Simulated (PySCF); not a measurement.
# IF4: one geometry, several methods

Aim: at the PBE0 minimum of doublet IF4, found before, compare methods on energies and levels.

Program: PySCF 2.14.0. Level of theory: several methods, basis I def2-SVP with ECP28, F def2-SVP, scalar-relativistic core potentials, no spin–orbit coupling, density fitting. These are calculated values, not measurements.

### 1 Starting geometry

5 atoms, charge 0, spin multiplicity 2.

Bond lengths: I1–F2 1.953 Å, I1–F3 1.953 Å, I1–F4 1.953 Å, I1–F5 1.953 Å. Angles: F2–I1–F3 163.7°, F2–I1–F4 88.9°, F2–I1–F5 88.9°, F3–I1–F4 88.9°, F3–I1–F5 88.9°, F4–I1–F5 163.7°.

Z-matrix (Å, degrees; charge 0 multiplicity 2):
```
I
F  1 1.9529
F  1 1.9529 2 163.71
F  1 1.9529 2 88.85 3 -81.94
F  1 1.9529 2 88.85 3 81.94
```

### 2 Density, ELF and potential

The plane holds I1 at (0.00, 0.00), F2 at (1.95, 0.00), F3 at (-1.87, 0.55) Å. Columns run from x = -3.75 to 4.35 Å, rows from y = 2.85 (top) to -1.95 Å, in steps of 0.3 Å. Electrons inside core potentials are absent.

Density (cut at 5 e/Å³):

Ten steps from '0' (0.000 e/Å³) to '9' (5.000 e/Å³), finer at the low end (step k begins (100^(k/10) - 1)/99 of the way up):
```
0000000000000000000000000000
0000000000000000000000000000
0000000000000000000000000000
0000000000000000000000000000
0000122211111111000000000000
0001245542233332111110000000
0002479864445543222321000000
0013699985567765445653200000
0013699986699996568986310000
0012589976799997689997410000
0001356655799997689997410000
0000133334699996568986310000
0000011123567765445653200000
0000000012455553222321000000
0000000001233332111110000000
0000000000112211000000000000
0000000000000000000000000000
```

ELF (0 where the density is under 0.005 e/Å³):

Ten even steps from '0' (0.00) to '9' (0.96):
```
0000000000000000000000000000
0000000000000000000000000000
0000000000013430000000000000
0000012100026775100000000000
0001245420048986100000000000
0002478751169997100121000000
0013689873378887213554200000
0024882684332246337886310000
0025885284237732368998520000
0024798873272272376278520000
0013688743272272376278520000
0002455324337732268887420000
0000121015742245237886310000
0000000017998886113553200000
0000000027999996100221000000
0000000036899985000000000000
0000000004678764100000000000
```

Highest occupied orbital at -9.03 eV (sign arbitrary; one member if degenerate):

Ten even steps from '0' (-0.87 Å^-3/2) to '9' (0.76 Å^-3/2):
```
5555555555555555555555555555
5555555555555555555555555555
5555555555554455555555555555
5555555555444444455555555555
5555555555444444455555555555
5555555655433334455555555555
5555556765432223455555555555
5554446975322223456655555555
5554320865436633467765555555
5554433555457854569944455555
5554444555543445566113455555
5555445556665555554334455555
5555555556666666554444455555
5555555555666666555444555555
5555555555666665555555555555
5555555555555555555555555555
5555555555555555555555555555
```

Making the fields took 0.9 s on 2 threads of Intel Xeon 6975P-C (Granite Rapids), shared host.

### 3 PBE0

One driver script runs all steps and calls PySCF; scf.py shows the equivalent input of each level. Each SCF starts from the density of the minimum. The driver also runs the species with one electron less or more at the same geometry; their logs are not shown.

Input file scf.py:

```python
from pyscf import gto, scf, dft
mol = gto.M(atom='''
I      0.000000    -0.000024     0.101743
F      1.933188     0.000188    -0.174876
F     -1.933188    -0.000105    -0.174876
F     -0.000146     1.933230    -0.174416
F      0.000146    -1.933146    -0.175336''',
    basis={'I': 'def2-SVP', 'F': 'def2-SVP'},
    ecp={'I': 'def2-SVP'},
    charge=0, spin=1)
mf = dft.UKS(mol, xc='PBE0')
mf.grids.atom_grid = (75, 302)
aux = {'I': 'def2-universal-JKFIT', 'F': 'def2-universal-JKFIT'}
mf = mf.density_fit(auxbasis=aux)
mf.conv_tol = 1e-08
mf.diis_space = 10
mf.max_cycle = 60
mf.verbose = 4
mf.kernel()
```

Started as:

```
OMP_NUM_THREADS=2 python axn.py task.json out
```

The log of the run:

```text
init E= -696.215176715793
[... the frontier-level lines of each cycle are left out ...]
cycle= 1 E= -696.215176715745  delta_E= 4.75e-11  |g|= 1.35e-05  |ddm|= 1.58e-05
Extra cycle  E= -696.215176715618  delta_E= 1.27e-10  |g|= 2.34e-05  |ddm|= 2.71e-05
converged SCF energy = -696.215176715618  <S^2> = 0.7541015  2S+1 = 2.0040973
```

This level, with the species of one electron less or more, took 2 s.

```
energy                        : -696.215177 Eh
one electron less (charge +1) : -695.787287 Eh (singlet, ⟨S²⟩ 0.00)
one electron more (charge -1) : -696.335106 Eh (singlet, ⟨S²⟩ 0.00)
Mulliken charge of I1         : +1.62 e
```

### 4 HF

scf.py, as its differences from that of step 3:

```diff
@@ -11,2 +11 @@
-mf = dft.UKS(mol, xc='PBE0')
-mf.grids.atom_grid = (75, 302)
+mf = scf.UHF(mol)
```

The log of the run:

```text
init E= -693.778156380953
[... the frontier-level lines of each cycle are left out ...]
cycle= 1 E= -693.819857743103  delta_E= -0.0417  |g|= 0.0916  |ddm|= 0.378
cycle= 2 E= -693.823843616524  delta_E= -0.00399  |g|= 0.0471  |ddm|= 0.138
cycle= 3 E= -693.825015892258  delta_E= -0.00117  |g|= 0.0176  |ddm|= 0.048
cycle= 4 E= -693.825519727944  delta_E= -0.000504  |g|= 0.0084  |ddm|= 0.0444
cycle= 5 E= -693.825728178872  delta_E= -0.000208  |g|= 0.00572  |ddm|= 0.0301
cycle= 6 E= -693.825886867181  delta_E= -0.000159  |g|= 0.003  |ddm|= 0.0385
cycle= 7 E= -693.825934263915  delta_E= -4.74e-05  |g|= 0.00126  |ddm|= 0.0253
cycle= 8 E= -693.825940156468  delta_E= -5.89e-06  |g|= 0.00039  |ddm|= 0.00814
cycle= 9 E= -693.825940504711  delta_E= -3.48e-07  |g|= 0.000116  |ddm|= 0.00137
cycle= 10 E= -693.82594053228  delta_E= -2.76e-08  |g|= 3.79e-05  |ddm|= 0.000326
cycle= 11 E= -693.825940535555  delta_E= -3.27e-09  |g|= 1.07e-05  |ddm|= 0.000133
Extra cycle  E= -693.825940535755  delta_E= -2e-10  |g|= 6.63e-06  |ddm|= 2.18e-05
converged SCF energy = -693.825940535755  <S^2> = 0.7753985  2S+1 = 2.0252392
```

This level, with the species of one electron less or more, took 0.7 s.

- energy: -693.825941 Eh
- one electron less (charge +1): -693.360126 Eh (singlet, ⟨S²⟩ 0.00)
- one electron more (charge -1): -693.951228 Eh (singlet, ⟨S²⟩ 0.00)
- Mulliken charge of I1: +2.08 e

### 5 PBE

scf.py, as its differences from that of step 4:

```diff
@@ -11 +11,2 @@
-mf = scf.UHF(mol)
+mf = dft.UKS(mol, xc='PBE')
+mf.grids.atom_grid = (75, 302)
```

The log of the run:

```text
init E= -696.224143271768
[... the frontier-level lines of each cycle are left out ...]
cycle= 1 E= -696.226151178235  delta_E= -0.00201  |g|= 0.0974  |ddm|= 0.265
cycle= 2 E= -696.208061473318  delta_E= 0.0181  |g|= 0.236  |ddm|= 0.304
cycle= 3 E= -696.230467714499  delta_E= -0.0224  |g|= 0.0124  |ddm|= 0.192
cycle= 4 E= -696.230546529905  delta_E= -7.88e-05  |g|= 0.00159  |ddm|= 0.0203
cycle= 5 E= -696.230547307754  delta_E= -7.78e-07  |g|= 0.000264  |ddm|= 0.00156
cycle= 6 E= -696.230547348233  delta_E= -4.05e-08  |g|= 5.53e-05  |ddm|= 0.000465
cycle= 7 E= -696.230547345024  delta_E= 3.21e-09  |g|= 0.000108  |ddm|= 0.000138
cycle= 8 E= -696.23054734962  delta_E= -4.6e-09  |g|= 1.42e-05  |ddm|= 9.54e-05
Extra cycle  E= -696.230547348959  delta_E= 6.6e-10  |g|= 4.32e-05  |ddm|= 4.99e-05
converged SCF energy = -696.230547348959  <S^2> = 0.75093873  2S+1 = 2.0009385
```

This level, with the species of one electron less or more, took 4.7 s.

* energy: -696.230547 Eh
* one electron less (charge +1): -695.835723 Eh (singlet, ⟨S²⟩ 0.00)
* one electron more (charge -1): -696.327882 Eh (singlet, ⟨S²⟩ 0.00)
* Mulliken charge of I1: +1.43 e

### 6 B3LYP

scf.py, as its differences from that of step 5:

```diff
@@ -11 +11 @@
-mf = dft.UKS(mol, xc='PBE')
+mf = dft.UKS(mol, xc='B3LYP')
```

The log of the run:

```text
init E= -696.670633334914
[... the frontier-level lines of each cycle are left out ...]
cycle= 1 E= -696.671028809815  delta_E= -0.000395  |g|= 0.0351  |ddm|= 0.078
cycle= 2 E= -696.670220272042  delta_E= 0.000809  |g|= 0.0594  |ddm|= 0.059
cycle= 3 E= -696.67142711708  delta_E= -0.00121  |g|= 0.00383  |ddm|= 0.0429
cycle= 4 E= -696.671434430175  delta_E= -7.31e-06  |g|= 0.00041  |ddm|= 0.00578
cycle= 5 E= -696.671434894133  delta_E= -4.64e-07  |g|= 0.000115  |ddm|= 0.00218
cycle= 6 E= -696.671434944226  delta_E= -5.01e-08  |g|= 5.74e-05  |ddm|= 0.000866
cycle= 7 E= -696.671434947833  delta_E= -3.61e-09  |g|= 3e-05  |ddm|= 0.000203
Extra cycle  E= -696.671434946688  delta_E= 1.14e-09  |g|= 6.55e-05  |ddm|= 7.28e-05
converged SCF energy = -696.671434946688  <S^2> = 0.75324796  2S+1 = 2.0032453
```

This level, with the species of one electron less or more, took 3.8 s on 2 threads of Intel Xeon 6975P-C (Granite Rapids), shared host.

| Item | Value |
| --- | --- |
| energy | -696.671435 Eh |
| one electron less (charge +1) | -696.249765 Eh (singlet, ⟨S²⟩ 0.00) |
| one electron more (charge -1) | -696.788639 Eh (singlet, ⟨S²⟩ 0.00) |
| Mulliken charge of I1 | +1.60 e |

### 7 r2SCAN

scf.py, as its differences from that of step 6:

```diff
@@ -11,2 +11,2 @@
-mf = dft.UKS(mol, xc='B3LYP')
-mf.grids.atom_grid = (75, 302)
+mf = dft.UKS(mol, xc='R2SCAN')
+mf.grids.atom_grid = (90, 434)
```

The log of the run:

```text
init E= -696.542683388661
[... the frontier-level lines of each cycle are left out ...]
cycle= 1 E= -696.544172532856  delta_E= -0.00149  |g|= 0.0284  |ddm|= 0.114
cycle= 2 E= -696.543125689289  delta_E= 0.00105  |g|= 0.0591  |ddm|= 0.0916
cycle= 3 E= -696.544568872928  delta_E= -0.00144  |g|= 0.00479  |ddm|= 0.0518
cycle= 4 E= -696.544577640263  delta_E= -8.77e-06  |g|= 0.000595  |ddm|= 0.0065
cycle= 5 E= -696.544577847687  delta_E= -2.07e-07  |g|= 0.000203  |ddm|= 0.00097
cycle= 6 E= -696.544577878958  delta_E= -3.13e-08  |g|= 4.31e-05  |ddm|= 0.000507
cycle= 7 E= -696.544577878461  delta_E= 4.97e-10  |g|= 6e-05  |ddm|= 8.1e-05
Extra cycle  E= -696.544577867416  delta_E= 1.1e-08  |g|= 0.000177  |ddm|= 0.000198
converged SCF energy = -696.544577867416  <S^2> = 0.75251443  2S+1 = 2.0025129
```

This level, with the species of one electron less or more, took 10 s.

* energy: -696.544578 Eh
* one electron less (charge +1): -696.129383 Eh (singlet, ⟨S²⟩ 0.00)
* one electron more (charge -1): -696.654783 Eh (singlet, ⟨S²⟩ 0.00)
* Mulliken charge of I1: +1.56 e

### 8 TPSSh

scf.py, as its differences from that of step 7:

```diff
@@ -11 +11 @@
-mf = dft.UKS(mol, xc='R2SCAN')
+mf = dft.UKS(mol, xc='TPSSH')
```

The log of the run:

```text
init E= -696.484641236874
[... the frontier-level lines of each cycle are left out ...]
cycle= 1 E= -696.485742287479  delta_E= -0.0011  |g|= 0.0216  |ddm|= 0.0852
cycle= 2 E= -696.485283223566  delta_E= 0.000459  |g|= 0.0416  |ddm|= 0.0656
cycle= 3 E= -696.485983665767  delta_E= -0.0007  |g|= 0.00322  |ddm|= 0.0351
cycle= 4 E= -696.485988405301  delta_E= -4.74e-06  |g|= 0.000815  |ddm|= 0.00528
cycle= 5 E= -696.485988874851  delta_E= -4.7e-07  |g|= 0.000212  |ddm|= 0.00158
cycle= 6 E= -696.485988973914  delta_E= -9.91e-08  |g|= 5.14e-05  |ddm|= 0.00127
cycle= 7 E= -696.485988974722  delta_E= -8.08e-10  |g|= 5e-05  |ddm|= 0.000105
Extra cycle  E= -696.485988969435  delta_E= 5.29e-09  |g|= 0.000128  |ddm|= 0.000143
converged SCF energy = -696.485988969435  <S^2> = 0.75260942  2S+1 = 2.0026077
```

This level, with the species of one electron less or more, took 9.5 s.

| Property | Result |
| --- | --- |
| energy | -696.485989 Eh |
| one electron less (charge +1) | -696.072612 Eh (singlet, ⟨S²⟩ 0.00) |
| one electron more (charge -1) | -696.596188 Eh (singlet, ⟨S²⟩ 0.00) |
| Mulliken charge of I1 | +1.55 e |

### 9 MN15

scf.py, as its differences from that of step 8:

```diff
@@ -11 +11 @@
-mf = dft.UKS(mol, xc='TPSSH')
+mf = dft.UKS(mol, xc='MN15')
```

The log of the run:

```text
init E= -695.490916050409
[... the frontier-level lines of each cycle are left out ...]
cycle= 1 E= -695.503982573766  delta_E= -0.0131  |g|= 0.11  |ddm|= 0.205
cycle= 2 E= -695.500302046496  delta_E= 0.00368  |g|= 0.143  |ddm|= 0.203
cycle= 3 E= -695.507250970889  delta_E= -0.00695  |g|= 0.0175  |ddm|= 0.115
cycle= 4 E= -695.507341929696  delta_E= -9.1e-05  |g|= 0.00213  |ddm|= 0.00913
cycle= 5 E= -695.507344109852  delta_E= -2.18e-06  |g|= 0.000383  |ddm|= 0.00365
cycle= 6 E= -695.50734430524  delta_E= -1.95e-07  |g|= 0.000137  |ddm|= 0.000799
cycle= 7 E= -695.507344356796  delta_E= -5.16e-08  |g|= 4.54e-05  |ddm|= 0.000608
cycle= 8 E= -695.507344362211  delta_E= -5.41e-09  |g|= 1.44e-05  |ddm|= 0.000223
Extra cycle  E= -695.507344362797  delta_E= -5.87e-10  |g|= 1.68e-05  |ddm|= 6.52e-05
converged SCF energy = -695.507344362797  <S^2> = 0.75281666  2S+1 = 2.0028147
```

This level, with the species of one electron less or more, took 9.8 s.

| Property | Result |
| --- | --- |
| energy | -695.507344 Eh |
| one electron less (charge +1) | -695.077092 Eh (singlet, ⟨S²⟩ 0.00) |
| one electron more (charge -1) | -695.629364 Eh (singlet, ⟨S²⟩ 0.00) |
| Mulliken charge of I1 | +1.61 e |

### 10 M06-2X

scf.py, as its differences from that of step 9:

```diff
@@ -11 +11 @@
-mf = dft.UKS(mol, xc='MN15')
+mf = dft.UKS(mol, xc='M062X')
```

The log of the run:

```text
init E= -696.325827239861
[... the frontier-level lines of each cycle are left out ...]
cycle= 1 E= -696.333194708048  delta_E= -0.00737  |g|= 0.0423  |ddm|= 0.193
cycle= 2 E= -696.3336579722  delta_E= -0.000463  |g|= 0.0378  |ddm|= 0.0866
cycle= 3 E= -696.334201288888  delta_E= -0.000543  |g|= 0.0094  |ddm|= 0.0353
cycle= 4 E= -696.334269424476  delta_E= -6.81e-05  |g|= 0.00262  |ddm|= 0.0163
cycle= 5 E= -696.3342849862  delta_E= -1.56e-05  |g|= 0.000895  |ddm|= 0.01
cycle= 6 E= -696.334288424663  delta_E= -3.44e-06  |g|= 0.0003  |ddm|= 0.00602
cycle= 7 E= -696.334288684849  delta_E= -2.6e-07  |g|= 0.000113  |ddm|= 0.00144
cycle= 8 E= -696.334288734054  delta_E= -4.92e-08  |g|= 3.9e-05  |ddm|= 0.000652
cycle= 9 E= -696.334288738806  delta_E= -4.75e-09  |g|= 1.51e-05  |ddm|= 0.000217
Extra cycle  E= -696.33428873881  delta_E= -4.09e-12  |g|= 1.88e-05  |ddm|= 2.55e-05
converged SCF energy = -696.33428873881  <S^2> = 0.75623743  2S+1 = 2.0062277
```

This level, with the species of one electron less or more, took 10 s on 2 threads of Intel Xeon 6975P-C (Granite Rapids), shared host.

```
energy                        : -696.334289 Eh
one electron less (charge +1) : -695.887468 Eh (singlet, ⟨S²⟩ 0.00)
one electron more (charge -1) : -696.463247 Eh (singlet, ⟨S²⟩ 0.00)
Mulliken charge of I1         : +1.78 e
```

### 11 Comparison of the levels

| level | atomisation energy (kJ/mol) | vertical ionisation energy (eV) | vertical electron affinity (eV) | −ε(HOMO) (eV) | gap (eV) | dipole (D) | wall time |
| --- | --- | --- | --- | --- | --- | --- | --- |
| PBE0 | 878 | 11.64 | 3.26 | 9.03 | 3.20 | 1.32 | 2 s |
| HF | 106 | 12.68 | 3.41 | 13.66 | 11.25 | 1.38 | 0.7 s |
| PBE | 1091 | 10.74 | 2.65 | 7.08 | 0.82 | 1.26 | 4.7 s |
| B3LYP | 895 | 11.47 | 3.19 | 8.62 | 2.60 | 1.33 | 3.8 s |
| r2SCAN | – | 11.30 | 3.00 | 7.75 | 1.33 | 1.28 | 10 s |
| TPSSh | 930 | 11.25 | 3.00 | 8.05 | 1.90 | 1.29 | 9.5 s |
| MN15 | – | 11.71 | 3.32 | 9.69 | 4.47 | 1.35 | 9.8 s |
| M06-2X | 784 | 12.16 | 3.51 | 10.72 | 6.11 | 1.23 | 10 s |

Times are for 2 threads of Intel Xeon 6975P-C (Granite Rapids), shared host; PBE0 starts from its own converged density, so its time is not comparable. A dash stands where a species or a free atom was not run at that level, or the quantity is not defined.

Atomisation goes to high-spin atoms in their ground configurations, run at the same level, without zero-point energy.

### 12 Outcome

| quantity | value |
| --- | --- |
| atomisation energy, range | 106 (HF) to 1091 (PBE) kJ/mol |
| vertical ionisation energy, range | 10.74 (PBE) to 12.68 (HF) eV |
| vertical electron affinity, range | 2.65 (PBE) to 3.51 (M06-2X) eV |
| orbital gap, range | 0.82 (PBE) to 11.25 (HF) eV |

**Reading.** The atomisation energy spreads over 985 kJ/mol, from HF to PBE; without a CCSD(T) value for it there is no yardstick here. Without diffuse functions electron affinities tend to come out too low. Spin–orbit coupling, left out here, can matter for elements this heavy.
